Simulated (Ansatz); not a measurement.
**C2H7GeNO: up Jacob's ladder to CCSD(T)**

One table from this session's results is given with a row withheld; the runs are named, their logs left out.

Computed with Ansatz 0.2.0, Gaussian basis. Level: functionals in def2-TZVPP, the program's frozen cores in correlated methods.

Levels to be run: LDA (SPW92), PBE-D4, revPBE-D4, BLYP-D4, r2SCAN-D4, B97M-V, PBE0-D4, B3LYP-D4, r2SCANh-D4, r2SCAN0-D4, HSE06-D4, BHLYP-D4, CAM-B3LYP-D4, LC-ωPBE, ωB97X-V, ωB97M-V, B2PLYP, PBE-QIDH; CCSD(T)/def2-SVP; CCSD(T)/def2-TZVPP; MP2/def2-QZVPP; extrapolation to the limit; RPA on PBE.

### The geometry

An earlier PBE0-D4 in a triple-zeta def2 set relaxation fixed the geometry.

12 atoms, charge 0, spin multiplicity 1.

Atoms are counted from 1 here; the program's logs count them from 0.

Bond lengths: C1–N2 1.260 Å, C1–H6 1.098 Å, C1–H7 1.089 Å, N2–C3 1.430 Å, C3–O4 1.405 Å, C3–Ge5 2.001 Å, C3–H8 1.099 Å, O4–H9 0.964 Å, Ge5–H10 1.537 Å, Ge5–H11 1.540 Å, Ge5–H12 1.537 Å. Angles: N2–C1–H6 123.4°, N2–C1–H7 119.2°, H6–C1–H7 117.4°, C1–N2–C3 119.6°, N2–C3–O4 110.4°, N2–C3–Ge5 108.2°, N2–C3–H8 112.9°, O4–C3–Ge5 110.3°, O4–C3–H8 106.2°, Ge5–C3–H8 108.7°, C3–O4–H9 106.5°, C3–Ge5–H10 108.2°, C3–Ge5–H11 110.1°, C3–Ge5–H12 108.8°, H10–Ge5–H11 109.9°, H10–Ge5–H12 109.9°, H11–Ge5–H12 109.9°.

As a file:

```xyz
12

C    -0.6632    1.0516    1.6184
N    -0.9727    0.5151    0.5211
C    -0.0081    0.4532   -0.5324
O    -0.6288    0.6478   -1.7783
Ge    0.8740   -1.3421   -0.4695
H     0.3142    1.5125    1.8107
H    -1.3912    1.0640    2.4276
H     0.7659    1.2285   -0.4506
H    -1.4803    0.1986   -1.7337
H    -0.2045   -2.4138   -0.6952
H     1.5440   -1.5539    0.9012
H     1.9278   -1.4166   -1.5854
```

The first run:

File in.yaml:

```yaml
crystal:
  periodic: [false, false, false]
  atoms:
    - {symbol: C, position_ang: [-0.663233, 1.051555, 1.618396]}
    - {symbol: N, position_ang: [-0.972703, 0.515074, 0.521053]}
    - {symbol: C, position_ang: [-0.008091, 0.453229, -0.532447]}
    - {symbol: O, position_ang: [-0.628830, 0.647771, -1.778277]}
    - {symbol: Ge, position_ang: [0.873953, -1.342140, -0.469507]}
    - {symbol: H, position_ang: [0.314158, 1.512511, 1.810704]}
    - {symbol: H, position_ang: [-1.391180, 1.064040, 2.427604]}
    - {symbol: H, position_ang: [0.765882, 1.228491, -0.450552]}
    - {symbol: H, position_ang: [-1.480257, 0.198588, -1.733684]}
    - {symbol: H, position_ang: [-0.204534, -2.413802, -0.695153]}
    - {symbol: H, position_ang: [1.544015, -1.553903, 0.901215]}
    - {symbol: H, position_ang: [1.927823, -1.416615, -1.585352]}
basis:
  gaussian: {orbitals: def2-TZVPP}
hamiltonian: {xc: lda}
output: {orbitals: {seedname: orbitals}}
```

On the command line:

```sh
> ansatz run in.yaml --threads 4 --pin off --events-out ev --progress --plain --max-ram 10444MiB
```

Steps of the session up to this table: LDA; PBE-D4 (GGA); revPBE-D4 (GGA); BLYP-D4 (GGA); r2SCAN-D4 (meta-GGA); B97M-V (meta-GGA); B3LYP-D4 (hybrid); r2SCANh-D4 (hybrid); r2SCAN0-D4 (hybrid); HSE06-D4 (hybrid); BHLYP-D4 (hybrid); CAM-B3LYP-D4 (range-separated); LC-ωPBE (range-separated); ωB97X-V (range-separated); ωB97M-V (range-separated); B2PLYP (double hybrid); PBE-QIDH (double hybrid).

One of the session's tables, all rows but one given; the rest of the session is left out.

It belongs to the step «Orbital energies across the functionals». 

```
  functional  HOMO (eV)  gap (eV)
 LDA (SPW92)      -6.02      3.79
      PBE-D4      -5.86      3.90
   revPBE-D4      -5.80      3.93
     BLYP-D4      -5.77      3.92
   r2SCAN-D4      -6.12      4.37
      B97M-V          ?         ?
     PBE0-D4      -7.18      6.29
    B3LYP-D4      -6.99      5.83
  r2SCANh-D4      -6.61      5.26
  r2SCAN0-D4      -7.35      6.58
    HSE06-D4      -6.78      5.51
    BHLYP-D4      -8.39      8.64
CAM-B3LYP-D4      -8.53      8.79
     LC-ωPBE      -9.80     11.28
     ωB97X-V      -9.48     10.86
     ωB97M-V      -9.39     10.65
```

Q: Estimate the row for B97M-V from the others.

The run gave: HOMO (eV): -6.24; gap (eV): 4.54. In the column «HOMO (eV)» it lies between r2SCANh-D4 (-6.61) and r2SCAN-D4 (-6.12).
